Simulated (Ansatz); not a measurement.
# CH6Cl2GeSi: small, medium and large basis sets

One table from this session's results is given with a row withheld; the runs are named, their logs left out.

Program: Ansatz 0.2.0, Gaussian basis. Level of theory: one geometry, several basis sets. These are calculated values, not measurements.

Plan: PBE0-D4/def2-SVP; ωB97M-V/def2-SVP; PBE0-D4/def2-QZVPP; ωB97M-V/def2-QZVPP; the functionals' def2-TZVPP values are taken from earlier runs.

### Structure used throughout

An earlier PBE0-D4 in a triple-zeta def2 set relaxation fixed the geometry.

SMILES `C[Si](Cl)(Cl)[GeH3]`, 11 atoms, charge 0, spin multiplicity 1.

Atoms are counted from 1 here; the program's logs count them from 0.

Bond lengths: C1–Si2 1.854 Å, C1–H6 1.092 Å, C1–H7 1.092 Å, C1–H8 1.092 Å, Si2–Cl3 2.060 Å, Si2–Cl4 2.060 Å, Si2–Ge5 2.377 Å, Ge5–H9 1.537 Å, Ge5–H10 1.534 Å, Ge5–H11 1.537 Å. Angles: Si2–C1–H6 110.2°, Si2–C1–H7 110.1°, Si2–C1–H8 110.2°, H6–C1–H7 108.7°, H6–C1–H8 108.9°, H7–C1–H8 108.7°, C1–Si2–Cl3 108.6°, C1–Si2–Cl4 108.6°, C1–Si2–Ge5 115.2°, Cl3–Si2–Cl4 107.9°, Cl3–Si2–Ge5 108.2°, Cl4–Si2–Ge5 108.2°, Si2–Ge5–H9 109.8°, Si2–Ge5–H10 109.7°, Si2–Ge5–H11 109.8°, H9–Ge5–H10 109.3°, H9–Ge5–H11 108.8°, H10–Ge5–H11 109.3°.

The first run:

in.yaml reads:

```yaml
crystal:
  periodic: [false, false, false]
  atoms:
    - {symbol: C, position_ang: [-0.853706, -1.250361, 0.936519]}
    - {symbol: Si, position_ang: [0.515274, -0.559910, -0.105413]}
    - {symbol: Cl, position_ang: [2.284629, -0.740006, 0.933490]}
    - {symbol: Cl, position_ang: [0.668801, -1.690726, -1.820065]}
    - {symbol: Ge, position_ang: [0.255935, 1.716052, -0.739245]}
    - {symbol: H, position_ang: [-0.942035, -0.683832, 1.866389]}
    - {symbol: H, position_ang: [-0.649722, -2.295233, 1.180383]}
    - {symbol: H, position_ang: [-1.802215, -1.194677, 0.397394]}
    - {symbol: H, position_ang: [0.179920, 2.601510, 0.515366]}
    - {symbol: H, position_ang: [1.449768, 2.153233, -1.597837]}
    - {symbol: H, position_ang: [-1.041448, 1.886848, -1.546381]}
basis:
  gaussian: {orbitals: def2-SVP}
hamiltonian: {xc: pbe0, dispersion: d4}
output: {orbitals: {seedname: orbitals}}
```

Run with:

```
$ ansatz run in.yaml --threads 4 --pin off --events-out ev --progress --plain --max-ram 11315MiB
```

Among the steps run: PBE0-D4 in def2-SVP; ωB97M-V in def2-SVP; PBE0-D4 in def2-QZVPP; ωB97M-V in def2-QZVPP.

One of the session's tables, all rows but one given; the rest of the session is left out.

It belongs to the step «Functionals by basis». 

| functional | basis | HOMO (eV) | LUMO (eV) |
| --- | --- | --- | --- |
| PBE0-D4 | def2-SVP | -7.94 | 0.18 |
| PBE0-D4 | def2-TZVPP | -8.01 | -0.06 |
| PBE0-D4 | def2-QZVPP | -8.03 | -0.17 |
| ωB97M-V | def2-SVP | ? | ? |
| ωB97M-V | def2-TZVPP | -10.04 | 1.80 |
| ωB97M-V | def2-QZVPP | -10.06 | 1.44 |

**Question.** Estimate the row for ωB97M-V, def2-SVP.

As computed: HOMO (eV): -9.93; LUMO (eV): 2.10. In the column «HOMO (eV)» it lies between ωB97M-V, def2-TZVPP (-10.04) and PBE0-D4, def2-QZVPP (-8.03).
